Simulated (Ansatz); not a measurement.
# CH4BClOS: the cost of one run

Method: RKS r2SCAN-D4/def2-SVP, in Ansatz 0.2.0.

1 further run of the same task is left out (it didn't finish).

## 1. Starting point

Bond lengths: S1–C2 1.756 Å, C2–O3 1.406 Å, O3–B4 1.577 Å, B4–Cl5 1.785 Å, S1–H6 1.398 Å, C2–H7 1.131 Å, C2–H8 1.100 Å, B4–H9 1.145 Å. Angles: S1–C2–O3 107.7°, S1–C2–H7 109.6°, S1–C2–H8 108.8°, O3–C2–H7 111.1°, O3–C2–H8 110.7°, H7–C2–H8 108.9°, C2–S1–H6 95.4°, C2–O3–B4 107.7°, O3–B4–Cl5 119.5°, O3–B4–H9 116.6°, Cl5–B4–H9 123.9°.

As a file:

```xyz
9

S    -2.3093    0.1706   -0.0596
C    -0.5891   -0.0552    0.2133
O     0.0667    0.1387   -1.0151
B     1.6109   -0.0707   -0.7735
Cl    2.6342    1.3332   -0.3644
H    -2.6818   -0.0282    1.2727
H    -0.2274    0.6838    0.9898
H    -0.4201   -1.0764    0.5869
H     2.0043   -1.1422   -0.8673
```

## 2. End point A

Input file input.yaml:

```yaml
crystal:
  periodic: [false, false, false]
  atoms:
    - { symbol: S, position_ang: [-2.3093, 0.1706, -0.0596] }
    - { symbol: C, position_ang: [-0.5891, -0.0552, 0.2133] }
    - { symbol: O, position_ang: [0.0667, 0.1387, -1.0151] }
    - { symbol: B, position_ang: [1.6109, -0.0707, -0.7735] }
    - { symbol: Cl, position_ang: [2.6342, 1.3332, -0.3644] }
    - { symbol: H, position_ang: [-2.6818, -0.0282, 1.2727] }
    - { symbol: H, position_ang: [-0.2274, 0.6838, 0.9898] }
    - { symbol: H, position_ang: [-0.4201, -1.0764, 0.5869] }
    - { symbol: H, position_ang: [2.0043, -1.1422, -0.8673] }
basis:
  gaussian: { orbitals: def2-SVP }
hamiltonian:
  xc: r2scan
  dispersion: d4
relax:
  f_tol: 0.015
  max_steps: 40
```

Run with:

```console
$ ansatz run input.yaml --threads 2 --pin off --max-ram 3072MiB --backend cpu --events-out ev --progress --plain --runs-dir out
```

Q: Estimate wall time and peak memory on 2 threads of Arm Neoverse V1, shared host.

About 2 min, with a peak of 0.2 GiB.
